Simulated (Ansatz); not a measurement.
# Cu (hcp type): how the settings move a single-point run

Aim: see which settings change the result for Cu (hcp type), by how much, and at what cost.

Computed with Ansatz 0.2.0 (reference: DFT, LDA, all-electron LAPW, scalar-relativistic, unless a step's input says otherwise).

**1. The structure to begin with**

Symmetry: P6_3/mmc, No. 194, hexagonal system. Conventional cell: a = 2.266 Å, b = 2.266 Å, c = 3.723 Å, α = 90.00°, β = 90.00°, γ = 120.00°. Cu (site symmetry -6m2) has 12 Cu at 2.27 to 2.28 Å in its first shell of neighbours.

As a file:

```cif
data_structure
_symmetry_space_group_name_H-M 'P6_3/mmc'
_symmetry_Int_Tables_number 194
_cell_length_a 2.2662
_cell_length_b 2.2662
_cell_length_c 3.7233
_cell_angle_alpha 90.000
_cell_angle_beta 90.000
_cell_angle_gamma 120.000
_cell_volume 16.56
loop_
_atom_site_label
_atom_site_type_symbol
_atom_site_symmetry_multiplicity
_atom_site_Wyckoff_symbol
_atom_site_fract_x
_atom_site_fract_y
_atom_site_fract_z
_atom_site_occupancy
Cu1 Cu 2 c 0.33333 0.66667 0.25000 1
```

**2. Baseline**

input.yaml reads:

```yaml
crystal:
  lattice:
    - [2.2661618989, 0.0, 0.0]
    - [-1.1330809495, 1.9625537736, 0.0]
    - [0.0, 0.0, 3.7232577192]
  atoms:
    - { symbol: Cu, position: [0.3333333333, 0.6666666667, 0.25] }
    - { symbol: Cu, position: [0.6666666667, 0.3333333333, 0.75] }
kpoints:
  mp_grid: { grid: [17, 17, 10] }
scf:
  occupations: { method: fermi_dirac, width: 0.1 }
hamiltonian:
  xc: lda
  pseudopotentials: { kind: all_electron, lapw: { basis_error: 0.001 } }
output:
  forces: true
  stress: true
  eigenvalues: true
  populations: true
```

The run is started by

```
ansatz run input.yaml --threads 1 --pin off --max-ram 2048MiB --backend cpu --events-out ev --progress --plain --runs-dir out
```

**3. Changed: mp_grid.grid [26, 26, 15]**

input.yaml: that of step 2 with these lines changed.

```diff
@@ -9,3 +9,3 @@
 kpoints:
-  mp_grid: { grid: [17, 17, 10] }
+  mp_grid: { grid: [26, 26, 15] }
 scf:
```

Before running it: what results should come out? Wanted: for each run, ending; energy change; pressure; gap; force.

**Answer**, as computed:

| run | ending | energy change | pressure (GPa) | gap (eV) | force (eV/Å) | cycles | time |
| --- | --- | --- | --- | --- | --- | --- | --- |
| reference | converged | 0 | 101.7 | 0.00 | 0.00 | 7 | 40 s |
| 1: mp_grid.grid [26, 26, 15] | converged | +2.5 meV/atom | 101.8 | 0.00 | 0.00 | 7 | 1.8 min |

Residual by cycle in the longest SCF loop of each run; runs are numbered as in the table. The quantity is the density residual dr2, in eV.

| cycle | reference | run 1 |
| --- | --- | --- |
| 1 | 0.273 | 0.274 |
| 2 | 0.0171 | 0.0175 |
| 3 | 0.012 | 0.012 |
| 4 | 4.3e-4 | 4.3e-4 |
| 5 | 3.4e-6 | 3.1e-6 |
| 6 | 6.6e-8 | 5.9e-8 |
| 7 | 3.0e-10 | 2.7e-10 |

Changing the k-point mesh moves the energy by +2.5 meV/atom. The energy is not variational in the mesh, so the sign tells nothing. Cost: 1.8 min against 40 s. The structure is not at rest: the sound run finds 102 GPa, so these are no properties of the relaxed crystal. 
